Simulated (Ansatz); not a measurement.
Crystal: CsSi2.

```
Cs Si
1.0
     6.37157    0.00000    0.00000
    -3.18578    5.51794    0.00000
     0.00000    0.00000    4.47866
Cs Si
1 2
Direct
  0.00000 0.00000 0.00000
  0.66667 0.33333 0.25039
  0.66667 0.33333 0.74961
```

The cell was built by a generator and needn't be a form met in nature.

```yaml
Program: Ansatz 0.2.0
Task: relaxation of cell and atoms
Functional: PBEsol
Potentials_or_basis: Ansatz PAW
Cutoff: "420 eV (not typed: the program's choice for these potentials)"
k_mesh: 5 × 5 × 6
Occupations: fermi-dirac, width 0.05 eV
Spin: no spin polarisation
```

At the start: volume 52.49 Å³/atom.

Where does the relaxation end?

It ends after 7 steps and the volume is 48.86 Å³/atom (-6.9 %); space group P-6m2 (No. 187, to 0.05 Å).

Step by step:
```csv
step,energy change (eV),largest force (eV/Å),volume (Å³)
1,0.0000,0.1372,157.46
2,-0.0315,0.0530,153.67
3,-0.0448,0.8727,147.05
4,-0.0601,0.1748,145.22
5,-0.0612,0.0091,146.71
6,-0.0613,0.0046,146.57
7,-0.0610,0.0046,146.57
```

Final structure:
```yaml
crystal:
  lattice:
    - [6.24491, 0.00000, 0.00000]
    - [-3.12245, 5.40825, 0.00000]
    - [0.00000, 0.00000, 4.33967]
  atoms:
    - { symbol: Cs, position: [0.00000, 0.00000, 0.00000] }
    - { symbol: Si, position: [0.66667, 0.33333, 0.25007] }
    - { symbol: Si, position: [0.66667, 0.33333, 0.74993] }
```

Caveat: the plane-wave basis is chosen anew once the cell has moved, so the energies of steps on either side of that aren't comparable; the PAW data sets come from PBE, with cores solved anew for the run's functional, which leaves a small shift of forces and pressure.
